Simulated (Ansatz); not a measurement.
# RbMgSbO3 (R3m) in Ansatz: reference runs

How does RbMgSbO3 come out in PBE? The cell is run as given and disturbed.

Program: Ansatz 0.2.0. These are calculated values, not measurements. Logs are shortened: lines on timing, memory, paths and dates and some standing lists are left out, and cuts for length are marked.

**1. The crystal as given**

It takes space group R3m (No. 160, trigonal). The conventional cell has a = 6.286 Å, b = 6.286 Å, c = 11.309 Å, α = 90.00°, β = 90.00°, γ = 120.00°. Sb (site symmetry 3m) is surrounded by 3 O at 1.95 Å. Around Rb (site symmetry 3m) lie 9 O at 3.24 to 3.31 Å and 4 Sb at 3.63 to 3.68 Å. Mg (site symmetry 3m) has 3 O at 1.91 Å as nearest neighbours. O (site symmetry m) has 1 Mg at 1.91 Å and 1 Sb at 1.95 Å as nearest neighbours.

The cell comes from a database or a generator and needn't be the stable form of this composition.

**2. Single point, PBE**

input.yaml reads:

```yaml
crystal:
  lattice:
    - [3.1430084492, 1.8146167742, 3.7695942655]
    - [-3.1430084492, 1.8146167742, 3.7695942655]
    - [0.0, -3.6292335484, 3.7695942655]
  atoms:
    - { symbol: Sb, position: [0.57012762, 0.57012762, 0.57012762] }
    - { symbol: Rb, position: [0.89527809, 0.89527809, 0.89527809] }
    - { symbol: Mg, position: [0.31853923, 0.31853923, 0.31853923] }
    - { symbol: O, position: [0.494645475, 0.96726023, 0.494645475] }
    - { symbol: O, position: [0.96726023, 0.494645475, 0.494645475] }
    - { symbol: O, position: [0.494645475, 0.494645475, 0.96726023] }
hamiltonian:
  xc: pbe
  pseudopotentials: { kind: paw }
kpoints:
  mp_grid: { grid: [6, 6, 6] }
scf:
  occupations: { method: fermi_dirac, width: 0.05 }
output:
  forces: true
  stress: true
  eigenvalues: true
```

Potentials or basis: Ansatz PAW.

Launch:

```sh
$ ansatz run input.yaml --threads 2 --pin off --max-ram 5120MiB --backend cpu --events-out ev --progress --plain --runs-dir out
```

The log of the run:

```text
Warning: RAYON_NUM_THREADS=2 ignored (pool sized by the plan → 2); use --threads N
Engine: ansatz 0.2.0, aarch64-unknown-linux-gnu
Pseudopotentials: kind: paw
Pseudopotential: Sb, paw, valence charge 15, recommended cutoff 420 eV (normal), Sb.paw.azcp
Pseudopotential: Rb, paw, valence charge 9, recommended cutoff 420 eV (normal), Rb.paw.azcp
Pseudopotential: Mg, paw, valence charge 10, recommended cutoff 420 eV (normal), Mg.paw.azcp
Pseudopotential: O, paw, valence charge 6, recommended cutoff 420 eV (normal), O.paw.azcp
Functional definition: PBE
  parameter kappa = 0.804
  parameter beta = 0.06672455060314922
  exchange = pbe_x(kappa = kappa, mu = beta*pi^2/3)
  correlation = pbe_c(beta = beta)
Crystal: 6 atoms, lattice volume = 128.996 Å³
Basis set: ecut = 420 eV, 2539 PW (Γ), exchange–correlation on 72×72×72 points (8 copies of the dense FFT grid, shifted against one another)
Bands: 32, of which v1, the nominal top of the filled ones, is band 26 counted from 1 (25 counted from 0)
Symmetry: 6 space group operations
Space group: R3m (ITA 160), of the structure as read, at distance tolerance 5.1e-5 Å
k-points: 32 of 216 (time reversal used)
Non-local potential: Sb, projectors of the file, l = 0: 2, l = 1: 2, l = 2: 2, l = 3: 2
Non-local potential: Rb, projectors of the file, l = 0: 3, l = 1: 2, l = 2: 2
Non-local potential: Mg, projectors of the file, l = 0: 3, l = 1: 2, l = 2: 1
Non-local potential: O, projectors of the file, l = 0: 2, l = 1: 2, l = 2: 1
PAW form: soft (Blöchl's): semilocal exchange-correlation on the pseudo side does not see the compensation charge
PAW one-centre angular grid: Sb, 590 points (default); XC on 64 Gauss nodes
PAW one-centre angular grid: Rb, 110 points (default); XC on 64 Gauss nodes
PAW one-centre angular grid: Mg, 110 points (default); XC on 64 Gauss nodes
PAW one-centre angular grid: O, 110 points (default); XC on 64 Gauss nodes
Initial density: superposition of atomic densities (neutral atoms: chi_scale 0, normalization atom), corrected by the library's trained network
Initial wavefunctions: pseudopotential atomic-orbital guess
Functional: x = pbe(κ = 0.804, μ = 0.2195149727645171), c = pbe(β = 0.06672455060314922)
SCF iter   1: F=—  HF=-13380.769228 eV  |F-HF|=—  |Δ(HF+E_count)|=         —  Δρ=2.60e-3  dr2=1.30e-2  ethr=1.77e-3  ⟨swp⟩=7.3  Hψ=4862  notcnv=0
preconditioner: auto → Resta (q_TF=auto, 2.345 Å⁻¹)  ε∞=3.3  [insulator: Δε(μ)=2.854 eV  Ē_g=12.312 eV  σ=0.050 eV  W_gap=1.00  n_scr=20 (ndim 8)  ℏωp=18.5 eV  f_vac=0.174  D(μ)=0.00/eV (n_scr^D=0)  ε∞_Penn≈3.3]
SCF iter   2: F=—  HF=-13380.765980 eV  |F-HF|=—  |Δ(HF+E_count)|=   3.25e-3  Δρ=1.32e-3  dr2=3.50e-3  ethr=2.49e-5  ⟨swp⟩=2.0  Hψ=2027  notcnv=0  defer=13
SCF iter   3: F=—  HF=-13380.765498 eV  |F-HF|=—  |Δ(HF+E_count)|=   4.81e-4  Δρ=5.97e-4  dr2=5.24e-4  ethr=6.72e-6  ⟨swp⟩=2.0  Hψ=1710  notcnv=0  defer=13
SCF iter   4: F=—  HF=-13380.765439 eV  |F-HF|=—  |Δ(HF+E_count)|=   5.89e-5  Δρ=2.61e-4  dr2=9.39e-5  ethr=1.01e-6  ⟨swp⟩=2.2  Hψ=1630  notcnv=0  defer=13
SCF iter   5: F=—  HF=-13380.765443 eV  |F-HF|=—  |Δ(HF+E_count)|=   3.99e-6  Δρ=1.82e-4  dr2=3.90e-5  ethr=1.81e-7  ⟨swp⟩=2.0  Hψ=1652  notcnv=0  defer=13
SCF iter   6: F=—  HF=-13380.765454 eV  |F-HF|=—  |Δ(HF+E_count)|=   1.10e-5  Δρ=4.12e-5  dr2=2.21e-6  ethr=7.51e-8  ⟨swp⟩=2.0  Hψ=1259  notcnv=0  defer=13
SCF iter   7: F=—  HF=-13380.765457 eV  |F-HF|=—  |Δ(HF+E_count)|=   2.71e-6  Δρ=9.65e-6  dr2=1.38e-7  ethr=4.24e-9  ⟨swp⟩=2.0  Hψ=1662  notcnv=0  defer=13
SCF iter   8: F=-13380.765458 eV  HF=-13380.765457 eV  |F-HF|=5.48e-9  |Δ(HF+E_count)|=   3.36e-7  Δρ=2.92e-6  dr2=1.08e-8  ethr=1.92e-10  ⟨swp⟩=10.7  Hψ=5149  notcnv=0
SCF 1 converged in 8 iterations: F = -13380.765458 eV  dr2 = 1.08e-8
SCF converged after 8 iterations
Free energy (F): -13380.765458 eV
Harris-Foulkes:  -13380.765457 eV  (|F-HF|=5.48e-9)
Internal energy: -13380.765458 eV  (E = F + TS)
E sigma→0 (E₀):  -13380.765458 eV
Fermi energy:    6.133815 eV
--- Per-component energies (eV) ---
  E_band       = -717.739531
  E_kinetic    = 1002.749137
  E_local      = -6021.715913  (includes V_loc(G=0)·N_el)
  E_nonlocal   = 778.296124
  E_hartree    = 2374.065815
  E_xc         = -520.749396
  E_vxc        = -554.679688  (∫ρ·V_xc dr)
  E_paw        = -7962.516425  (= ΣΔE_a)
  E_vpaw       = -670.520335  (= ΣTr[D̂ρ^β])
  E_aug_tail   = 0.007275  (compensation charges beyond the density's cutoff)
  E_ewald      = -3030.902073
  E_smearing   = -0.000000  (= −TS)
  E_closure    = -0.000000  (closes the sum)
  Σ components = -13380.765458   (vs F -13380.765458, Δ=0.00e0)
--- Forces (eV/Å), atoms counted from 1 ---
  atom   1  Sb     0.00000000     0.00000000     0.11547293
  atom   2  Rb     0.00000000     0.00000000    -0.00137328
  atom   3  Mg    -0.00000000    -0.00000000     0.03651586
  atom   4  O      0.04324811    -0.02496931    -0.05019166
  atom   5  O     -0.04324811    -0.02496931    -0.05019166
  atom   6  O      0.00000000     0.04993862    -0.05019166
  max |Σ_I F_I| component: 4.05e-5 eV/Å
--- Stress (GPa, compression-positive) ---
        0.071968      -0.000000       0.000000
       -0.000000       0.071968       0.000000
        0.000000      -0.000000       2.279865
  P = ⅓ Tr σ = 0.8079 GPa (8.079 kbar)
--- Band table (eV; the first three rows and the last of 32) ---
  k-point 0: bands = ["-69.3416", "-36.2071", "-36.0542", "-36.0542", "-23.9754", "-23.9754", "-23.8169", "-23.8169", "-23.7938", "-21.6089", "-13.3725", "-12.1891", "-12.1891", "-5.7623", "-5.7623", "-5.6889", "-3.1936", "0.2690", "0.2690", "0.5023", "2.3790", "2.3790", "2.6131", "2.7600", "2.7600", "3.3357", "7.5865", "9.7329", "9.7329", "10.8123", "10.8123", "11.0076"]
  k-point 1: bands = ["-69.3416", "-36.2071", "-36.0542", "-36.0542", "-23.9754", "-23.9752", "-23.8169", "-23.8168", "-23.7938", "-21.6084", "-13.3492", "-12.2261", "-12.1893", "-5.7597", "-5.7519", "-5.6903", "-3.2008", "0.0248", "0.2963", "0.8018", "2.3533", "2.3841", "2.5877", "2.7527", "2.8234", "3.2514", "7.7734", "9.6497", "9.7751", "10.4497", "10.7913", "10.9893"]
  k-point 2: bands = ["-69.3416", "-36.2071", "-36.0542", "-36.0542", "-23.9754", "-23.9748", "-23.8169", "-23.8168", "-23.7938", "-21.6073", "-13.2975", "-12.3048", "-12.1897", "-5.7546", "-5.7314", "-5.6933", "-3.2159", "-0.1561", "0.3546", "1.0989", "2.2519", "2.3537", "2.4076", "2.7228", "3.0833", "3.2419", "7.9687", "9.4814", "9.7740", "10.2248", "10.9892", "11.0212"]
  k-point 31: bands = ["-69.3416", "-36.2072", "-36.0543", "-36.0543", "-23.9739", "-23.9739", "-23.8167", "-23.8167", "-23.7944", "-21.6042", "-13.2968", "-12.2331", "-12.2331", "-5.7808", "-5.7808", "-5.7091", "-4.0643", "0.6090", "0.7172", "0.7172", "2.3868", "2.3868", "2.9122", "2.9122", "3.3973", "4.7663", "7.6136", "7.6136", "7.8576", "9.2216", "11.5972", "12.3363"]
```

It took 7.4 s on 2 threads of Arm Neoverse V1, shared host; peak memory 0.41 GiB.

Results:

| Item | Value |
| --- | --- |
| Free energy | -13380.7655 eV |
| Pressure | 0.8 GPa |
| Largest force | 0.115 eV/Å |
| Band gap on the k mesh | 2.82 eV, indirect (least direct gap 2.85 eV) |

Forces on the atoms (eV/Å):
```
Sb   0.000  0.000  0.115
Rb   0.000  0.000 -0.001
Mg   0.000  0.000  0.037
O    0.043 -0.025 -0.050
O   -0.043 -0.025 -0.050
O    0.000  0.050 -0.050
```

Caveat: spin-orbit coupling is left out, which moves the levels of the heavy elements. A k mesh can miss the band edges.

**3. Single point, PBE (atoms moved at random, drawn with an rms of 0.05 Å)**

input.yaml reads:

```yaml
crystal:
  lattice:
    - [3.1430084492, 1.8146167742, 3.7695942655]
    - [-3.1430084492, 1.8146167742, 3.7695942655]
    - [0.0, -3.6292335484, 3.7695942655]
  atoms:
    - { symbol: Sb, position: [0.577642, 0.564733, 0.573785] }
    - { symbol: Rb, position: [0.892325, 0.897028, 0.896403] }
    - { symbol: Mg, position: [0.312071, 0.313356, 0.328052] }
    - { symbol: O, position: [0.497145, 0.974966, 0.498051] }
    - { symbol: O, position: [0.958844, 0.493218, 0.502805] }
    - { symbol: O, position: [0.499479, 0.493261, 0.963419] }
hamiltonian:
  xc: pbe
  pseudopotentials: { kind: paw }
kpoints:
  mp_grid: { grid: [6, 6, 6] }
scf:
  occupations: { method: fermi_dirac, width: 0.05 }
output:
  forces: true
  stress: true
  eigenvalues: true
```

Potentials or basis: Ansatz PAW.

Launch:

```sh
$ ansatz run input.yaml --threads 2 --pin off --max-ram 5120MiB --backend cpu --events-out ev --progress --plain --runs-dir out
```

The log of the run:

```text
Warning: RAYON_NUM_THREADS=2 ignored (pool sized by the plan → 2); use --threads N
[... 4 set-up lines as earlier in the session ...]
[... 64 lines left out ...]
  max |Σ_I F_I| component: 1.71e-4 eV/Å
--- Stress (GPa, compression-positive) ---
        1.718923       1.100209       2.157641
        1.100210       0.743009      -0.202289
        2.157643      -0.202286       2.960919
  P = ⅓ Tr σ = 1.8076 GPa (18.076 kbar)
--- Band table (eV; the first three rows and the last of 112) ---
  k-point 0: bands = ["-69.4346", "-36.2992", "-36.1504", "-36.1420", "-23.9347", "-23.8735", "-23.7261", "-23.7126", "-23.6833", "-21.6109", "-13.5272", "-12.3154", "-12.0140", "-5.7835", "-5.7483", "-5.6903", "-3.1357", "0.2134", "0.3269", "0.5096", "2.2973", "2.3567", "2.6665", "2.7522", "2.8015", "3.3716", "7.5483", "9.7602", "9.8672", "10.7674", "10.9041", "11.2861"]
  k-point 1: bands = ["-69.4346", "-36.2992", "-36.1504", "-36.1420", "-23.9346", "-23.8734", "-23.7261", "-23.7126", "-23.6833", "-21.6104", "-13.5089", "-12.3297", "-12.0316", "-5.7759", "-5.7434", "-5.6917", "-3.1399", "0.0267", "0.3031", "0.7867", "2.2589", "2.3786", "2.6173", "2.7560", "2.8871", "3.2864", "7.7395", "9.7281", "9.8871", "10.4381", "10.8179", "11.2281"]
  k-point 2: bands = ["-69.4346", "-36.2992", "-36.1504", "-36.1420", "-23.9345", "-23.8732", "-23.7261", "-23.7126", "-23.6833", "-21.6092", "-13.4695", "-12.3648", "-12.0628", "-5.7635", "-5.7310", "-5.6948", "-3.1490", "-0.1535", "0.3555", "1.0623", "2.1874", "2.2948", "2.4741", "2.7398", "3.0995", "3.3161", "7.9770", "9.5409", "9.8629", "10.2442", "11.0243", "11.1846"]
  k-point 111: bands = ["-69.4346", "-36.2992", "-36.1504", "-36.1420", "-23.9332", "-23.8721", "-23.7260", "-23.7127", "-23.6837", "-21.6060", "-13.4638", "-12.3533", "-12.0560", "-5.8003", "-5.7678", "-5.7091", "-3.9798", "0.5362", "0.6612", "0.7653", "2.3524", "2.3781", "2.8482", "2.9597", "3.4321", "4.8562", "7.6017", "7.8096", "7.9668", "9.1406", "11.6323", "12.2155"]
```

It took 26 s on 2 threads of Arm Neoverse V1, shared host; peak memory 0.6 GiB.

Results:

* Free energy: -13380.6260 eV
* Pressure: 1.8 GPa
* Largest force: 2.233 eV/Å
* Band gap on the k mesh: 2.69 eV, indirect (least direct gap 2.75 eV)

Forces in eV/Å, atoms in the order of the input:
```
Sb  -2.062  0.136 -0.847
Rb   0.033 -0.036  0.001
Mg  -0.278  0.765  0.212
O    0.923 -0.509 -0.412
O    1.401  0.824  0.762
O   -0.018 -1.181  0.284
```

Stress tensor (GPa, compression positive):
```
 1.72  1.10  2.16
 1.10  0.74 -0.20
 2.16 -0.20  2.96
```

Levels at points of the mesh, in eV from the valence-band top:
```
              k point  band 23  band 24  band 25  band 26  band 27  band 28  band 29  band 30
   (0.00, 0.00, 0.00)    -2.19    -2.10    -2.05    -1.48     2.69     4.90     5.01     5.91
  (0.00, 0.00, -0.50)    -2.37    -2.14    -1.84    -1.30     3.10     4.56     4.98     5.58
  (0.00, -0.50, 0.00)    -2.42    -2.07    -1.91    -1.15     3.01     4.43     5.07     5.63
 (0.00, -0.50, -0.50)    -2.50    -2.06    -1.61    -0.53     3.04     3.52     4.62     5.36
  (-0.50, 0.00, 0.00)    -2.45    -2.15    -1.71    -1.45     3.08     4.68     4.93     5.61
 (-0.50, 0.00, -0.50)    -2.28    -2.15    -1.83    -0.70     3.11     3.67     4.73     5.13
 (-0.50, -0.50, 0.00)    -2.27    -2.16    -1.76    -0.59     3.03     3.57     4.62     5.32
(-0.50, -0.50, -0.50)    -2.01    -1.90    -1.42     0.00     2.75     2.95     3.11     4.28
```

Caveat: spin-orbit coupling is left out, which moves the levels of the heavy elements. A k mesh can miss the band edges.
